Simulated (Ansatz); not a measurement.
Run this with the Ansatz DFT code, driven from Python and show what comes out.

`lubrh3.py`
```python
'''Density of LuBRh3 less that of its sublattices.'''

import warnings

import ansatz as az
import numpy as np

VECTORS = np.array([
    [4.12, 0.0, 0.0],
    [0.0, 4.12, 0.0],
    [0.0, 0.0, 4.12],
])
SITES = [
    ('Lu', [0.0, 0.0, 0.0]),
    ('B', [0.5, 0.5, 0.5]),
    ('Rh', [0.0, 0.5, 0.5]),
    ('Rh', [0.5, 0.0, 0.5]),
    ('Rh', [0.5, 0.5, 0.0]),
]


def crystal_on(cell):
    crystal = az.Crystal(lattice=az.Lattice.of(cell))
    for symbol, position in SITES:
        crystal = crystal.atom(symbol, position)
    return crystal

warnings.simplefilter('ignore', az.DeckWarning)

# same cell, cutoff and mesh for the crystal and its parts
def solve(crystal):
    return (
        crystal.calculation()
        .functional('LDA')
        .occupations('Fermi-Dirac', width=0.1)  # the run then minimises F = E - TS
        .basis(460, grid_basis='typed')  # cutoff of the orbital basis
        .kpoints(6, 6, 6)  # sampling of the Brillouin zone
        .density()
        .run(threads=1)
    )


whole = solve(crystal_on(VECTORS))
difference = whole.density().channels[0].density_e_per_ang3.copy()
binding = whole.report['free_energy_ev']
for element in ['Lu', 'B', 'Rh']:
    part = az.Crystal(lattice=az.Lattice.of(VECTORS))
    for symbol, position in SITES:
        if symbol == element:
            part = part.atom(symbol, position)
    alone = solve(part)
    difference -= alone.density().channels[0].density_e_per_ang3
    binding -= alone.report['free_energy_ev']
    print(f'{element} sublattice: {alone.report["n_electrons"]:g} electrons, {alone.report["n_iterations"]} iterations')

voxel = abs(np.linalg.det(VECTORS)) / difference.size
print(f'energy of the crystal less its unpolarised sublattices: {binding / len(SITES):.4f} eV/atom')
print(f'net charge of the difference {difference.sum() * voxel:.5f} e, charge rearranged {0.5 * np.abs(difference).sum() * voxel:.3f} e')
print(f'extremes {difference.min():.4f} and {difference.max():.4f} e/A^3')
for (symbol, position) in SITES:
    index = tuple(int(round(p * n)) % n for p, n in zip(position, difference.shape))
    print(f'  change of the pseudo-density at the grid point nearest {symbol}: {difference[index]:+.4f} e/A^3')
profile = difference.mean(axis=(0, 1))
print('planar mean along the third vector:', np.round(profile[:: max(len(profile) // 12, 1)], 4))
```

```console
$ python lubrh3.py
Lu sublattice: 25 electrons, 7 iterations
B sublattice: 3 electrons, 6 iterations
Rh sublattice: 51 electrons, 6 iterations
energy of the crystal less its unpolarised sublattices: -3.7874 eV/atom
net charge of the difference -0.00000 e, charge rearranged 0.498 e
extremes -0.1905 and 0.0827 e/A^3
  change of the pseudo-density at the grid point nearest Lu: -0.1383 e/A^3
  change of the pseudo-density at the grid point nearest B: -0.1607 e/A^3
  change of the pseudo-density at the grid point nearest Rh: -0.0698 e/A^3
  change of the pseudo-density at the grid point nearest Rh: -0.0698 e/A^3
  change of the pseudo-density at the grid point nearest Rh: -0.0698 e/A^3
planar mean along the third vector: [-0.0017 -0.0033 -0.0054  0.0006  0.0068  0.0051  0.0003 -0.0033 -0.0033
  0.0003  0.0051  0.0068  0.0006 -0.0054 -0.0033]
```

What to keep in mind:
- Spin is left out of this run.
- For a metal this k-point mesh is coarse: on a finer one energies can move by several to tens of meV an atom and pressures by half a GPa or more, differences at one mesh by less.
- Grid values close to the nuclei reflect the PAW or pseudopotential construction, not the all-electron fields.
- The starting cell is as deposited in a crystallographic database; the results hold for this polymorph, which needn't be the stable one.
- Charge moved counts every rearrangement, bonding and polarisation too, and is no transfer between atoms; the bare sublattices are artificial references. Values near the nuclei depend on the potentials.
- The whole script took 7.8 s on 1 thread of Arm Neoverse V2, on a shared host, peak memory 0.44 GiB.
